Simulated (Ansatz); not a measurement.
# CH6BGeNSi: the cost of one run

The runs use Ansatz 0.2.0, Gaussian basis; the settings change from run to run.

### Step 1. The relaxed structure

An earlier PBE0-D4 in a triple-zeta def2 set relaxation fixed the geometry.

SMILES `B[SiH]([GeH3])C#N`, 11 atoms, charge 0, spin multiplicity 1.

Atoms are counted from 1 here; the program's logs count them from 0.

Bond lengths: B1–Si2 1.989 Å, B1–H6 1.194 Å, B1–H7 1.193 Å, Si2–Ge3 2.399 Å, Si2–C4 1.850 Å, Si2–H8 1.484 Å, Ge3–H9 1.536 Å, Ge3–H10 1.534 Å, Ge3–H11 1.534 Å, C4–N5 1.153 Å. Angles: Si2–B1–H6 119.1°, Si2–B1–H7 121.5°, H6–B1–H7 119.2°, B1–Si2–Ge3 106.5°, B1–Si2–C4 112.8°, B1–Si2–H8 115.7°, Ge3–Si2–C4 105.8°, Ge3–Si2–H8 109.1°, C4–Si2–H8 106.5°, Si2–Ge3–H9 109.1°, Si2–Ge3–H10 109.8°, Si2–Ge3–H11 108.9°, H9–Ge3–H10 109.4°, H9–Ge3–H11 109.8°, H10–Ge3–H11 109.8°, Si2–C4–N5 178.7°.

Geometry (Å):

```xyz
11

B    -0.83013    1.63171    0.82183
Si   -0.76502   -0.08235   -0.18607
Ge    1.27861   -1.16695    0.44769
C    -0.65835    0.16592   -2.01668
N    -0.56640    0.32861   -3.15420
H    -1.18717    1.62264    1.96164
H    -0.43007    2.64935    0.34575
H    -1.89985   -1.01016    0.04836
H     1.23889   -1.47427    1.95204
H     2.46947   -0.24797    0.14550
H     1.41532   -2.47343   -0.34515
```

### Step 2. BHLYP/ANO-RCC-VTZP

Options: D4 dispersion.

File in.yaml:

```yaml
crystal:
  periodic: [false, false, false]
  atoms:
    - {symbol: B, position_ang: [-0.830130, 1.631707, 0.821831]}
    - {symbol: Si, position_ang: [-0.765020, -0.082346, -0.186073]}
    - {symbol: Ge, position_ang: [1.278608, -1.166949, 0.447691]}
    - {symbol: C, position_ang: [-0.658349, 0.165916, -2.016682]}
    - {symbol: N, position_ang: [-0.566400, 0.328614, -3.154201]}
    - {symbol: H, position_ang: [-1.187170, 1.622640, 1.961637]}
    - {symbol: H, position_ang: [-0.430068, 2.649349, 0.345755]}
    - {symbol: H, position_ang: [-1.899846, -1.010160, 0.048355]}
    - {symbol: H, position_ang: [1.238888, -1.474269, 1.952042]}
    - {symbol: H, position_ang: [2.469466, -0.247967, 0.145495]}
    - {symbol: H, position_ang: [1.415320, -2.473435, -0.345151]}
basis:
  gaussian: {orbitals: ANO-RCC-VTZP}
hamiltonian: {xc: {name: BHLYP}, dispersion: d4}
output: {forces: true}
```

Command:

```
$ ansatz run in.yaml --threads 4 --pin off --events-out ev --progress --plain --max-ram 10444MiB
```

Q: Estimate wall time and peak memory on 4 threads of Intel Xeon 6975P-C, shared host.

About 10 s, with a peak of 1.2 GiB.
